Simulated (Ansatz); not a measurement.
**Cl₃GaH₂O: how energies converge with the basis set**

Aim: see how fast density functionals converge with the basis set for Cl₃GaH₂O.

Computed with Ansatz 0.2.0, Gaussian basis. Level: one geometry, several basis sets.

The runs, in order: PBE0-D4/def2-SVP; ωB97M-V/def2-SVP; PBE0-D4/def2-QZVPP; ωB97M-V/def2-QZVPP; the functionals' def2-TZVPP values are taken from earlier runs.

## (1) The geometry

The geometry comes from an earlier relaxation with PBE0-D4 in a triple-zeta def2 set; it is a stationary point, not always the lowest conformer.

7 atoms, charge 0, spin multiplicity 1.

Atoms are counted from 1 here; the program's logs count them from 0.

Bond lengths: O1–Ga2 2.077 Å, O1–H6 0.967 Å, O1–H7 0.967 Å, Ga2–Cl3 2.129 Å, Ga2–Cl4 2.152 Å, Ga2–Cl5 2.152 Å. Angles: Ga2–O1–H6 108.7°, Ga2–O1–H7 108.7°, H6–O1–H7 107.7°, O1–Ga2–Cl3 104.4°, O1–Ga2–Cl4 95.4°, O1–Ga2–Cl5 95.4°, Cl3–Ga2–Cl4 118.1°, Cl3–Ga2–Cl5 118.1°, Cl4–Ga2–Cl5 117.4°.

## (2) PBE0-D4 in def2-SVP

File in.yaml:

```yaml
crystal:
  periodic: [false, false, false]
  atoms:
    - {symbol: O, position_ang: [-0.635770, 0.529887, 0.907932]}
    - {symbol: Ga, position_ang: [0.528858, -0.539090, -0.439477]}
    - {symbol: Cl, position_ang: [1.439776, -2.062103, 0.737218]}
    - {symbol: Cl, position_ang: [-1.104862, -1.093182, -1.725411]}
    - {symbol: Cl, position_ang: [1.737269, 1.137295, -1.038784]}
    - {symbol: H, position_ang: [-1.555145, 0.506168, 0.610644]}
    - {symbol: H, position_ang: [-0.348825, 1.452826, 0.902278]}
basis:
  gaussian: {orbitals: def2-SVP}
hamiltonian: {xc: pbe0, dispersion: d4}
output: {orbitals: {seedname: orbitals}}
```

The run is started by

```sh
> ansatz run in.yaml --threads 4 --pin off --events-out ev --progress --plain --max-ram 10444MiB
```

The runs that follow: ωB97M-V in def2-SVP; PBE0-D4 in def2-QZVPP; ωB97M-V in def2-QZVPP.

Q: Predict the results of all the runs planned. Wanted: PBE0-D4: double and triple zeta above quadruple; ωB97M-V: double and triple zeta above quadruple.

**Answer**, as computed:

| quantity | value |
| --- | --- |
| PBE0-D4: double and triple zeta above quadruple | 24.58, 2.39 eV |
| ωB97M-V: double and triple zeta above quadruple | 24.33, 2.29 eV |

In words: PBE0-D4 gains 22.19 eV from double to triple zeta, then 2.39 eV more. These are total energies; as a rule much of such shifts cancels in differences, which this series doesn't test. The LUMO of ωB97M-V is positive and keeps falling with the basis (1.24 to 0.32 eV): an unbound level that the basis holds in place.
